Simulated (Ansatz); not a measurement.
# AgCH₃ (singlet): wave-function methods side by side at a displaced geometry (v1), def2-SVP

An exercise on one series of results from a longer session: the logs are not shown, and one member is left open.

Program: Ansatz 0.2.0, Gaussian basis. Level of theory: def2-SVP, core rule «outside noble gas», up to 5 orbitals frozen. These are calculated values, not measurements.

The runs, in order: UHF; CCSD(T) on RHF; CISD; CCSDT(Q) on RHF; CASSCF and NEVPT2, 8 electrons in 8 orbitals.

11 further runs of the same task are left out: 4 that didn't finish, 7 set aside as unsound or not needed.

**The system**

The geometry is a PBE0/def2-TZVP stationary point (not a proven minimum) with its atoms shifted at random (size 0.040 Å). No spin-orbit coupling is included. Elements past krypton take def2 core potentials.

5 atoms, charge 0, spin multiplicity 1.

Atoms are counted from 1 here; the program's logs count them from 0.

Bond lengths: Ag1–C2 2.086 Å, C2–H3 1.049 Å, C2–H4 1.060 Å, C2–H5 1.124 Å. Angles: Ag1–C2–H3 111.8°, Ag1–C2–H4 104.8°, Ag1–C2–H5 102.2°, H3–C2–H4 112.9°, H3–C2–H5 109.1°, H4–C2–H5 115.4°.

The first run:

Input file in.yaml:

```yaml
crystal:
  periodic: [false, false, false]
  atoms:
    - {symbol: Ag, position_ang: [-0.262455, 0.003335, 0.003827]}
    - {symbol: C, position_ang: [1.822811, -0.028025, -0.019054]}
    - {symbol: H, position_ang: [2.197378, -1.007394, -0.058443]}
    - {symbol: H, position_ang: [2.110974, 0.488536, 0.861127]}
    - {symbol: H, position_ang: [2.058434, 0.495952, -0.985205]}
basis:
  gaussian: {orbitals: def2-SVP}
magnetization: {spin_polarized: true, initial_magnetization: 0}
hamiltonian: {xc: hf}
output: {orbitals: {seedname: orbitals}}
```

Command:

```console
$ ansatz run in.yaml --threads 1 --pin off --events-out ev --progress --plain --max-ram 2393MiB
```

Among the steps run: UHF; CCSD(T) on RHF; CISD; CCSDT(Q) on RHF; CASSCF and NEVPT2, 8 electrons in 8 orbitals.

One of the session's tables, all rows but one given; the rest of the session is left out.

It belongs to the step «Misses and costs». 

| method | from RCCSDT(Q) (kcal/mol) |
| --- | --- |
| RHF | ? |
| RMP2 | +12.16 |
| CISD | +33.45 |
| RCCSD | +8.45 |
| RCCSD(T) | +0.25 |
| RCCSDT | +0.27 |
| RCCSDT(Q) | 0 |
| CASSCF frontier | +214.96 |
| NEVPT2 frontier | +14.59 |

Q: Estimate the row for RHF from the others.

As computed: from RCCSDT(Q) (kcal/mol): +270.81. In the column «from RCCSDT(Q) (kcal/mol)» it is the highest.
